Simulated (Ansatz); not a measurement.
# In2S: a trial structure relaxed

Where does this trial cell of In2S go when cell and atoms are let free, and does the end survive a random kick?

Program: Ansatz 0.2.0. Level of theory: DFT PBE, scalar-relativistic, plane waves, PAW. These are calculated values, not measurements.

## 1. Starting point

Symmetry: P-4m2, No. 115, tetragonal system. Conventional cell: a = 4.109 Å, b = 4.109 Å, c = 4.155 Å, α = 90.00°, β = 90.00°, γ = 90.00°. Around In (site symmetry 2mm) lie 2 S at 2.32 Å. S (site symmetry -4m2) has 4 In at 2.32 Å as nearest neighbours.

As a file:

```
CELL_PARAMETERS angstrom
4.10862 0.00000 0.00000
0.00000 4.10862 0.00000
0.00000 0.00000 4.15452
ATOMIC_POSITIONS crystal
In 0.50000 0.00000 0.74132
In 0.00000 0.50000 0.25868
S 0.00000 0.00000 0.00000
```

Recipe of the guess: species swapped into a database cell of Ta2H (P-4m2, No. 115), with In on the Ta sites and S on the H sites. The dimensions are guesses.

## 2. A first look at the guess

input.yaml reads:

```yaml
crystal:
  lattice:
    - [4.10861791, 0.0, 0.0]
    - [0.0, 4.10861791, 0.0]
    - [0.0, 0.0, 4.15451847]
  atoms:
    - { symbol: In, position: [0.5, 0.0, 0.74132264] }
    - { symbol: In, position: [0.0, 0.5, 0.25867736] }
    - { symbol: S, position: [0.0, 0.0, 0.0] }
basis:
  ecutwfc: 420
kpoints:
  mp_grid: { grid: [4, 4, 4] }
hamiltonian:
  xc: pbe
scf:
  occupations: { method: gaussian, width: 0.1 }
  lower_state_search: "off"
output:
  forces: true
  stress: true
  eigenvalues: true
```

Run with:

```
$ ansatz run input.yaml --threads 1 --pin off --max-ram 2560MiB --backend cpu --events-out ev --progress --plain --runs-dir out
```

The session goes on with these runs: rough relaxation on the coarse mesh; full relaxation; kick test: the unmoved cell on a coarse mesh; kicked and relaxed without symmetry.

Q: Predict the outcome of this session. Wanted: conventional cell; volume; energy over the elements; gap on the mesh.

The runs gave:

| quantity | value |
| --- | --- |
| symmetry at the end (tolerance 0.05 Å) | space group P-4m2 (No. 115) |
| conventional cell | a = 3.943 Å, b = 3.943 Å, c = 5.433 Å, α = 90.00°, β = 90.00°, γ = 90.00° |
| volume | 28.16 Å³/atom |
| energy over the elements | -0.28 eV/atom |
| gap on the mesh | none (metal) |

The space group P-4m2 (No. 115) is kept, and the volume per atom grows by 20.4 % from the first guess. It lies below the elements, which doesn't yet make it stable: competing phases were not computed in this session. The kick test gives no clear verdict at this accuracy. Spin polarisation is off in the runs that give these values; a magnetic solution could lie lower.
